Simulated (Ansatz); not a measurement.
# AlBrClH₂N: a ladder of functionals and wavefunction methods

The task here is to estimate one member of a computed series from the others.

Program: Ansatz 0.2.0, Gaussian basis. Level of theory: functionals in def2-TZVPP, the program's frozen cores in correlated methods. These are calculated values, not measurements.

Levels to be run: LDA (SPW92), PBE-D4, revPBE-D4, BLYP-D4, r2SCAN-D4, B97M-V, PBE0-D4, B3LYP-D4, r2SCANh-D4, r2SCAN0-D4, HSE06-D4, BHLYP-D4, CAM-B3LYP-D4, LC-ωPBE, ωB97X-V, ωB97M-V, B2PLYP, PBE-QIDH; CCSD(T)/def2-SVP; CCSD(T)/def2-TZVPP; MP2/def2-QZVPP; extrapolation to the limit; RPA on PBE.

## The relaxed structure

The geometry comes from an earlier relaxation with PBE0-D4 in a triple-zeta def2 set; it is a stationary point.

6 atoms, charge 0, spin multiplicity 1.

Atoms are counted from 1 here; the program's logs count them from 0.

Bond lengths: N1–Al2 1.747 Å, N1–H5 1.007 Å, N1–H6 1.006 Å, Al2–Cl3 2.083 Å, Al2–Br4 2.240 Å. Angles: Al2–N1–H5 124.4°, Al2–N1–H6 124.3°, H5–N1–H6 111.3°, N1–Al2–Cl3 119.9°, N1–Al2–Br4 120.0°, Cl3–Al2–Br4 120.1°.

The first run:

The input, in.yaml:

```yaml
crystal:
  periodic: [false, false, false]
  atoms:
    - {symbol: N, position_ang: [-0.060198, 1.030306, -0.052287]}
    - {symbol: Al, position_ang: [0.078081, -0.708395, 0.049241]}
    - {symbol: Cl, position_ang: [1.403943, -1.566664, 1.407072]}
    - {symbol: Br, position_ang: [-1.168974, -2.010925, -1.279060]}
    - {symbol: H, position_ang: [0.466841, 1.676676, 0.511361]}
    - {symbol: H, position_ang: [-0.677492, 1.514902, -0.682427]}
basis:
  gaussian: {orbitals: def2-TZVPP}
hamiltonian: {xc: lda}
output: {orbitals: {seedname: orbitals}}
```

Steps of the session up to this table: LDA; PBE-D4 (GGA); revPBE-D4 (GGA); BLYP-D4 (GGA); r2SCAN-D4 (meta-GGA); B97M-V (meta-GGA); PBE0-D4 (hybrid); B3LYP-D4 (hybrid); r2SCANh-D4 (hybrid); r2SCAN0-D4 (hybrid); HSE06-D4 (hybrid); BHLYP-D4 (hybrid); CAM-B3LYP-D4 (range-separated); LC-ωPBE-D4 (range-separated; the results give it without D4); ωB97X-V (range-separated); ωB97M-V (range-separated); B2PLYP (double hybrid); PBE-QIDH (double hybrid).

One table of the session follows, with a row left open; its other results are not shown here.

It belongs to the step «Orbital energies across the functionals». 

| functional | HOMO (eV) | gap (eV) |
| --- | --- | --- |
| LDA (SPW92) | -6.79 | 4.99 |
| PBE-D4 | -6.59 | 5.06 |
| revPBE-D4 | -6.52 | 5.12 |
| BLYP-D4 | -6.45 | 4.98 |
| r2SCAN-D4 | -6.91 | 5.83 |
| B97M-V | -6.92 | 5.69 |
| PBE0-D4 | -8.01 | 7.31 |
| B3LYP-D4 | ? | ? |
| r2SCANh-D4 | -7.43 | 6.62 |
| r2SCAN0-D4 | -8.23 | 7.80 |
| HSE06-D4 | -7.60 | 6.53 |
| BHLYP-D4 | -9.31 | 9.40 |
| CAM-B3LYP-D4 | -9.46 | 9.67 |
| LC-ωPBE | -10.92 | 12.40 |
| ωB97X-V | -10.50 | 11.78 |
| ωB97M-V | -10.38 | 11.34 |

Q: Estimate the row for B3LYP-D4 from the others.

Worked estimate for «HOMO (eV)». Against the share of exact exchange, BLYP-D4 (0, -6.45), BHLYP-D4 (0.5, -9.31) give a slope of -5.72 per unit share; at 0.2 the line stands at -7.59.

**Answer.** HOMO (eV): -7.75; gap (eV): 6.78. In «HOMO (eV)» the line misses by +0.16.
